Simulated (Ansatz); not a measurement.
Run this with Ansatz 0.2.0, Python API and show what comes out.

The script, `run_restart.py`:
```python
import warnings

import ansatz
import numpy as np

FILLING = "Fermi-Dirac"
SMEARING_WIDTH = 0.15


def main() -> None:
    warnings.simplefilter("ignore", ansatz.DeckWarning)

    vectors = np.array([
        [3.936, 0.0, 0.0],
        [0.0, 3.936, 0.0],
        [0.0, 0.0, 3.936],
    ])
    system = (
        ansatz.Lattice.of(vectors)
        .atom("La", (0.0, 0.0, 0.0))
        .atom("Tl", (0.5, 0.5, 0.5))
    )

    job = (
        system.calculation()
        .kpoints(6)
        .occupations(FILLING, width=SMEARING_WIDTH)
        .functional(ansatz.Functional.PBESOL)
        .pseudopotentials("paw")
        .forces()
        .checkpoint(write="latl.run")
    )
    with ansatz.exiting_at_sigterm():
        out = job.run(resume=True)
    print("returned:", type(out).__name__)
    print(f"F = {out.report['free_energy_ev']:.5f} eV, {out.report['n_iterations']} iterations")


if __name__ == "__main__":
    main()
```

Output of `python run_restart.py`:
```text
returned: RunOutcome
F = -17457.92847 eV, 6 iterations
```

Output of `python run_restart.py`:
```text
returned: CompletedStep
F = -17457.92847 eV, 6 iterations
```

Notes:
- Absolute energies stand on the zero of these potentials, so only differences at equal settings mean something. A total without «per atom» is that of the cell as typed.
- The mesh is modest for a metal, so energies can be off by several to tens of meV an atom and pressures by half a GPa or more; differences at equal mesh fare better.
- The smearing is wide enough that free energy and stress hold a thermal part of the electrons.
- Spin-orbit coupling, which matters for elements this heavy, is left out.
- The starting cell is as deposited in a crystallographic database; the results hold for this polymorph, which needn't be the stable one.
- Hardware and time: 2.3 s on 1 thread of Arm Neoverse V2, with other jobs on the host, peak memory 0.39 GiB.

(Lines on the test bed's own set-up are left out of the output.)
